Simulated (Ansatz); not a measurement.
**SiNH5 (Si(NH2)H3): revPBE/STO-3G**

What is the electronic atomisation energy of SiNH5 (Si(NH2)H3) at revPBE/STO-3G? 

Program for the calculation: Ansatz 0.2.0.

49 further runs of the same task are left out: 49 set aside as unsound or not needed.

**1. Starting point**

SiNH5 has 7 atoms, charge 0, and is taken as a singlet. SMILES: `[H][Si]([H])([H])N`. The coordinates come from a GFN2-xTB relaxation.

Bond lengths: Si1–N2 1.723 Å, N2–H3 1.007 Å, N2–H4 1.007 Å, Si1–H5 1.460 Å, Si1–H6 1.461 Å, Si1–H7 1.472 Å. Angles: Si1–N2–H3 118.6°, Si1–N2–H4 118.6°, N2–Si1–H5 105.0°, N2–Si1–H6 105.1°, N2–Si1–H7 115.3°, H3–N2–H4 109.5°, H5–Si1–H6 113.3°, H5–Si1–H7 109.2°, H6–Si1–H7 109.1°.

**2. A single-point energy at revPBE/STO-3G**

in.yaml

```yaml
crystal:
  periodic: [false, false, false]
  atoms:
    - {symbol: Si, position_ang: [-0.000690, 0.002380, -0.682990]}
    - {symbol: N, position_ang: [0.090660, 0.178690, 1.028560]}
    - {symbol: H, position_ang: [0.707680, -0.428190, 1.543790]}
    - {symbol: H, position_ang: [-0.763660, 0.307400, 1.545850]}
    - {symbol: H, position_ang: [1.387750, -0.009920, -1.135540]}
    - {symbol: H, position_ang: [-0.747920, 1.169350, -1.146100]}
    - {symbol: H, position_ang: [-0.673820, -1.219710, -1.153570]}
basis:
  gaussian:
    orbitals: STO-3G
total_charge: 0
hamiltonian:
  xc: {name: revPBE}
accuracy: high
```

The run is started by

```sh
$ ansatz run in.yaml --threads 1 --pin off --max-ram 2610MiB --events-out events.jsonl --progress --plain --runs-dir runs
```

What it wrote:

```text
Warning: RAYON_NUM_THREADS=1 ignored (pool sized by the plan → 1); use --threads N
Functional definition: revPBE
  name "revPBE"
  parameter kappa = 1.245
  parameter beta = 0.06672455060314922
  exchange = pbe_x(kappa = kappa, mu = beta*pi^2/3)
  correlation = pbe_c(beta = beta)
337 factors; integrals over basis functions are off by at most 8.3e-9 eV
mean field evaluation 1: about -9333.6473 eV, gradient 2.4e1 eV
mean field evaluation 2: about -9333.0446 eV, gradient 2.9e1 eV
mean field evaluation 4: about -9335.4442 eV, gradient 5.6e-1 eV
mean field evaluation 8: about -9335.3843 eV, gradient 2.9e-3 eV
mean field evaluation 16: about -9335.3843 eV, gradient 3.5e-8 eV
mean field -9335.38426164 eV, -343.0690438645 hartree, gradient 3.5e-8 eV, S^2 0.000000; 0 other end points of the search recorded, 0 dependent functions left out
reference -9335.38426415 eV, -343.0690439567 hartree; 13, 13 occupied and 6, 6 virtual orbitals, 337 factors
Total energy: -9335.38426415 eV, -343.0690439567 hartree
```

It took 1 s on 1 thread of Arm Neoverse V2, shared host; peak memory 0.097 GiB.

**3. The H atom, same level**

in.yaml

```yaml
crystal:
  periodic: [false, false, false]
  atoms:
    - {symbol: H, position_ang: [0.000000, 0.000000, 0.000000]}
basis:
  gaussian:
    orbitals: STO-3G
magnetization:
  spin_polarized: true
  initial_magnetization: 1
hamiltonian:
  xc: {name: revPBE}
accuracy: high
```

Run the same way, it converges to -0.47010 Eh (log not shown).

**4. The N atom, same level**

job.yaml

```yaml
crystal:
  periodic: [false, false, false]
  atoms:
    - {symbol: N, position_ang: [0.000000, 0.000000, 0.000000]}
basis:
  gaussian: {orbitals: STO-3G}
magnetization: {spin_polarized: true, initial_magnetization: 3}
hamiltonian: {xc: {name: revPBE}}
accuracy: high
```

Run the same way, it converges to -53.87487 Eh (log not shown).

**5. The Si atom at the same level**

molecule.yaml

```yaml
basis:
  gaussian:
    orbitals: STO-3G
crystal:
  periodic: [false, false, false]
  atoms:
    - {symbol: Si, position_ang: [0.000000, 0.000000, 0.000000]}
hamiltonian:
  xc: {name: revPBE}
accuracy: high
magnetization:
  spin_polarized: true
  initial_magnetization: 2
```

Run the same way, it converges to -285.87250 Eh (log not shown).

**6. Results**

Level: revPBE/STO-3G.

```
                     quantity          value
       molecule: total energy  -343.06904 Eh
         H atom: total energy    -0.47010 Eh
                 H atom: ⟨S²⟩          0.750
         N atom: total energy   -53.87487 Eh
                 N atom: ⟨S²⟩          3.750
        Si atom: total energy  -285.87250 Eh
                Si atom: ⟨S²⟩          2.000
electronic atomisation energy      26.427 eV
```

Taking the molecule apart into free atoms costs 26.43 eV (2550 kJ/mol), before zero-point energy and without spin-orbit coupling. In a minimal basis such a difference can be off by several eV, whatever the method.
